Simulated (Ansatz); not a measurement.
Run this with Ansatz's Python interface and show what comes out.

The script, `edit_li2rhn2.py`:
```python
"""Editing single keys of the input for Li2RhN2."""

import ansatz as az
import numpy as np

vectors = np.array([
    [3.22146264, 0.0, 0.0],
    [-1.61073132, 2.78986848, 0.0],
    [0.0, 0.0, 5.07596605],
])
xtal = (
    az.Lattice.of(vectors)
    .atom("Li", [2 / 3, 1 / 3, 0.35449])
    .atom("Li", [1 / 3, 2 / 3, 0.64551])
    .atom("Rh", [0.0, 0.0, 0.0])
    .atom("N", [2 / 3, 1 / 3, 0.790692])
    .atom("N", [1 / 3, 2 / 3, 0.209308])
)

setup = (
    xtal.calculation()
    .functional("PBEsol")
    .pseudopotentials("paw")
    .kpoints(length=20)
    .occupations("Marzari-Vanderbilt", width=0.05)
    .band_table()
)
typed = setup.input()
rows = []
for value in [2, 5, 10]:
    edited = typed.set(az.key.scf.mixing.ndim, value)
    summary = az.Session.from_dict(edited).plan().execute().report
    rows.append((value, summary["free_energy_ev"], summary["n_iterations"], len(summary["eigenvalues_ev"][0]) if "eigenvalues_ev" in summary else 0))
print("       history            F eV      iterations    bands listed")
for row in rows:
    print(f"{str(row[0]):>14s}  {row[1]:14.5f}  {row[2]:14d}  {row[3]:14d}")
```

```console
$ python edit_li2rhn2.py
DeckWarning: basis.ecutwfc = 420 eV, auto-derived from the records' recommended cutoffs: set by Li (normal level)
       history            F eV      iterations    bands listed
             2     -7502.38343               7              21
             5     -7502.38343               6              21
            10     -7502.38343               6              21
```
(Warnings from the package without file and line, repeats left out.)

Caveats:
- Absolute energies stand on the zero of these potentials, so only differences at equal settings mean something. A total without «per atom» is that of the cell as typed.
- Spin is left out of this run.
- For a metal this k-point mesh is coarse: on a finer one energies can move by several to tens of meV an atom and pressures by half a GPa or more, differences at one mesh by less.
- The structure comes from a database of computed cells and needn't be a stable or known phase.
- Run time: 5 s on 1 thread of Arm Neoverse V1, with other jobs on the host, peak memory 0.39 GiB.
